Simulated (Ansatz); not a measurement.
# CdPd: the cost of one run

Computed with Ansatz 0.2.0 (DFT r2SCAN, scalar-relativistic, plane waves, PAW, unless a step's input says otherwise).

### 1 The system as given

It takes space group P4/mmm (No. 123, tetragonal). The conventional cell has a = 3.028 Å, b = 3.028 Å, c = 3.631 Å, α = 90.00°, β = 90.00°, γ = 90.00°. Cd (site symmetry 4/mmm) is surrounded by 8 Pd at 2.81 Å and 4 Cd at 3.03 Å. Pd (site symmetry 4/mmm) is surrounded by 8 Cd at 2.81 Å and 4 Pd at 3.03 Å.

As a file:

```xyz
2
Lattice="3.0276 0.0000 0.0000 0.0000 3.0276 0.0000 0.0000 0.0000 3.6310" Properties=species:S:1:pos:R:3 pbc="T T T"
Cd    0.0000    0.0000    0.0000
Pd    1.5138    1.5138    1.8155
```

No relaxation comes first: the listed cell is the starting point.

### 2 The reference cell

Reference values: F = -15254.8523 eV; pressure 2.10 GPa; largest force 0.000 eV/Å; gap on the mesh none (metal). It was computed beforehand with the settings of the runs below.

### 3 Setting up a strain scan

The cell is strained by ε times the Voigt pattern (1, 0, 0, 0, 0, 0) (xx, yy, zz, yz, xz, xy; engineering shear), with fractional coordinates fixed (clamped ions). The stress on the pattern is the sum of the stress components weighted by it, tension positive.

### 4 Point ε = -0.1000

Contents of input.yaml:

```yaml
crystal:
  lattice:
    - [2.72484, 0.0, 0.0]
    - [0.0, 3.0276, 0.0]
    - [0.0, 0.0, 3.631]
  atoms:
    - { symbol: Cd, position: [0.0, 0.0, 0.0] }
    - { symbol: Pd, position: [0.5, 0.5, 0.5] }
basis:
  ecutwfc: 500
kpoints:
  mp_grid: { grid: [16, 16, 14] }
hamiltonian:
  xc: r2scan
scf:
  occupations: { method: gaussian, width: 0.15 }
output:
  forces: true
  stress: true
  eigenvalues: true
```

Run with:

```console
$ ansatz run input.yaml --threads 1 --pin off --max-ram 2560MiB --backend cpu --events-out ev --progress --plain --runs-dir out
```

**Question.** How long does this run take on 1 thread of Arm Neoverse V1, shared host, and how much memory does it need?

About 44 s, with a peak of 0.71 GiB.
